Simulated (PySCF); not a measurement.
# C2H10OSi2: the cost of one run

Computed with PySCF 2.14.0, with density-fitted response routines of our own, on a single molecule in the gas phase. Atoms are numbered from 0 throughout.

**1. Starting geometry**

15 atoms, charge 0, multiplicity 1; geometry from: GFN2-xTB. The atoms were then displaced at random by about 0.01 Å, so the start is not that level's minimum.

Bonds of the start (Å): C0–Si1 1.89, Si1–O2 1.61, O2–C3 1.46, C3–Si4 1.88, C0–H5 1.11, C0–H6 1.06, C0–H7 1.08, Si1–H8 1.49, Si1–H9 1.46, C3–H10 1.10, C3–H11 1.09, Si4–H12 1.45, Si4–H13 1.46, Si4–H14 1.45.

**2. Relaxing the molecule at PBE0-D3(BJ)/def2-SVP**

What the job is given:

```
{"job": {"xc": "PBE0", "basis": "def2-SVP", "d3": "d3bj", "grid": 1, "shake": 0.01, "kind": "geom"}, "charge": 0, "multiplicity": 1}
C     -2.460790    -0.998650    -0.061390
Si    -1.475910     0.603620     0.126990
O      0.038720     0.081170     0.000930
C      1.277030     0.850180     0.076840
Si     2.663510    -0.406010    -0.147480
H     -3.542500    -0.736020    -0.003570
H     -2.242360    -1.697490     0.711650
H     -2.288110    -1.443770    -1.029750
H     -1.700600     1.263360     1.447180
H     -1.770510     1.587680    -0.913410
H      1.273360     1.371830     1.047800
H      1.235770     1.617080    -0.692310
H      2.549690    -1.373790     0.930080
H      3.923590     0.325160    -0.065180
H      2.503770    -1.061760    -1.435620
```

On the command line:

```console
> OMP_NUM_THREADS=1 python probes_run.py task.json out
```

The driver reads the jobs from task.json and runs them one after another.

**Question.** How long does this first job take on 1 thread of Arm Neoverse V1, shared host, and how much memory does it need?

About 44 s, with a peak of 0.49 GiB.
